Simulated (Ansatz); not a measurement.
**PBE/def2-SVP (core potential) run of CH5FOSn (SMILES [CH3][SnH]([OH])[F])**

Aim: the vertical ionisation energy of CH5FOSn at PBE/def2-SVP (core potential), from 2 runs. 

Program for the calculation: Ansatz 0.2.0.

116 further runs of the same task are left out: 116 set aside as unsound or not needed.

## Step 1: The system as given

CH5FOSn: 9 atoms, total charge 0, spin state singlet. SMILES: `[CH3][SnH]([OH])[F]`. The shape is that of a PBE0-D4/def2-TZVP optimisation. This is one conformer, not always the lowest.

Bond lengths: C1–Sn2 2.120 Å, Sn2–O3 1.954 Å, Sn2–F4 1.928 Å, C1–H5 1.090 Å, C1–H6 1.090 Å, C1–H7 1.090 Å, Sn2–H8 1.697 Å, O3–H9 0.960 Å. Some angles: C1–Sn2–O3 112.2°, C1–Sn2–F4 104.4°, O3–Sn2–F4 104.6°, C1–Sn2–H8 121.5°, O3–Sn2–H8 105.6°, F4–Sn2–H8 107.3°, Sn2–C1–H5 109.8°, Sn2–C1–H6 110.0°, Sn2–C1–H7 108.7°, Sn2–O3–H9 113.8°.

## Step 2: The energy at PBE/def2-SVP (core potential)

Input file run.yaml:

```yaml
crystal:
  periodic: [false, false, false]
  atoms:
    - {symbol: C, position_ang: [-0.348000, 1.320900, -0.172600]}
    - {symbol: Sn, position_ang: [-0.271200, -0.757400, 0.237600]}
    - {symbol: O, position_ang: [1.527400, -1.346400, 0.725000]}
    - {symbol: F, position_ang: [-0.613200, -1.596000, -1.464600]}
    - {symbol: H, position_ang: [-1.361700, 1.603400, -0.455800]}
    - {symbol: H, position_ang: [-0.043600, 1.885400, 0.708500]}
    - {symbol: H, position_ang: [0.329800, 1.539100, -0.997600]}
    - {symbol: H, position_ang: [-1.308700, -1.477000, 1.371800]}
    - {symbol: H, position_ang: [2.177700, -1.218400, 0.030600]}
basis:
  gaussian:
    orbitals: def2-SVP
hamiltonian:
  xc: pbe
accuracy: high
output: {orbitals: {seedname: orbitals}}
```

On the command line:

```console
$ ansatz run run.yaml --threads 1 --pin off --max-ram 3480MiB --events-out events.jsonl --progress --plain --runs-dir runs
```

What it wrote:

```text
Warning: RAYON_NUM_THREADS=1 ignored (pool sized by the plan → 1); use --threads N
Functional definition: PBE
  name "PBE"
  parameter kappa = 0.804
  parameter beta = 0.06672455060314922
  exchange = pbe_x(kappa = kappa, mu = beta*pi^2/3)
  correlation = pbe_c(beta = beta)
2210 factors; integrals over basis functions are off by at most 3.4e-9 eV
mean field evaluation 1: about -11689.3307 eV, gradient 8.4e1 eV
mean field evaluation 2: about -11626.5497 eV, gradient 1.8e2 eV
mean field evaluation 4: about -11703.0146 eV, gradient 1.6e1 eV
mean field evaluation 8: about -11703.5296 eV, gradient 5.3e-1 eV
mean field evaluation 16: about -11703.5216 eV, gradient 3.7e-5 eV
mean field -11703.52158942 eV, -430.0964854792 hartree, gradient 1.2e-8 eV, S^2 0.000000; 0 other end points of the search recorded, 0 dependent functions left out
reference -11703.52159345 eV, -430.0964856275 hartree; 25, 25 occupied and 68, 68 virtual orbitals, 2210 factors
Total energy: -11703.52159345 eV, -430.0964856275 hartree
```

Run time: 8.1 s. Hardware: 1 thread of Arm Neoverse V1, shared host; peak memory 0.26 GiB.

## Step 3: The doublet cation, same level

Input file input.yaml:

```yaml
crystal:
  periodic: [false, false, false]
  atoms:
    - {symbol: C, position_ang: [-0.348000, 1.320900, -0.172600]}
    - {symbol: Sn, position_ang: [-0.271200, -0.757400, 0.237600]}
    - {symbol: O, position_ang: [1.527400, -1.346400, 0.725000]}
    - {symbol: F, position_ang: [-0.613200, -1.596000, -1.464600]}
    - {symbol: H, position_ang: [-1.361700, 1.603400, -0.455800]}
    - {symbol: H, position_ang: [-0.043600, 1.885400, 0.708500]}
    - {symbol: H, position_ang: [0.329800, 1.539100, -0.997600]}
    - {symbol: H, position_ang: [-1.308700, -1.477000, 1.371800]}
    - {symbol: H, position_ang: [2.177700, -1.218400, 0.030600]}
basis:
  gaussian: {orbitals: def2-SVP}
accuracy: high
hamiltonian: {xc: pbe}
magnetization: {spin_polarized: true, initial_magnetization: 1}
output: {orbitals: {seedname: orbitals}}
total_charge: 1
```

On the command line:

```console
$ ansatz run input.yaml --threads 1 --pin off --max-ram 3480MiB --events-out events.jsonl --progress --plain --runs-dir runs
```

What it wrote (excerpt; [...] marks lines left out):

```text
Warning: RAYON_NUM_THREADS=1 ignored (pool sized by the plan → 1); use --threads N
[... 6 set-up lines as earlier in the session ...]
2211 factors; integrals over basis functions are off by at most 3.4e-9 eV
mean field evaluation 1: about -11663.1303 eV, gradient 8.4e1 eV
mean field evaluation 2: about -11415.0740 eV, gradient 2.1e2 eV
mean field evaluation 4: about -11680.4166 eV, gradient 5.1e1 eV
mean field evaluation 8: about -11693.5401 eV, gradient 1.6e0 eV
mean field evaluation 16: about -11693.5497 eV, gradient 1.5e-2 eV
mean field evaluation 32: about -11692.0746 eV, gradient 1.2e1 eV
mean field -11693.54967681 eV, -429.7300244500 hartree, gradient 3.0e-8 eV, S^2 0.753527; 6 other end points of the search recorded, 0 dependent functions left out
reference -11693.54968087 eV, -429.7300245993 hartree; 25, 24 occupied and 68, 69 virtual orbitals, 2211 factors
Total energy: -11693.54968087 eV, -429.7300245993 hartree
```

Wall time 20 s (1 thread of Arm Neoverse V1, shared host); peak memory 0.33 GiB.

## Step 4: Results

Level: PBE/def2-SVP (core potential).

| quantity | value |
| --- | --- |
| singlet CH5FOSn: total energy | -430.09649 Eh |
| singlet CH5FOSn: HOMO energy | -6.61 eV |
| singlet CH5FOSn: LUMO energy | -1.00 eV |
| singlet CH5FOSn: HOMO–LUMO gap | 5.60 eV |
| doublet cation: total energy | -429.73002 Eh |
| doublet cation: HOMO energy (highest over α and β) | -13.68 eV |
| doublet cation: LUMO energy (lowest over α and β) | -13.14 eV |
| doublet cation: ⟨S²⟩ | 0.754 |
| vertical ionisation energy (to the doublet cation) | 9.972 eV |

In words: Removing an electron at fixed nuclei costs 9.97 eV (230 kcal/mol). The negative HOMO energy of the first species, 6.61 eV, lies 3.36 eV below that difference.
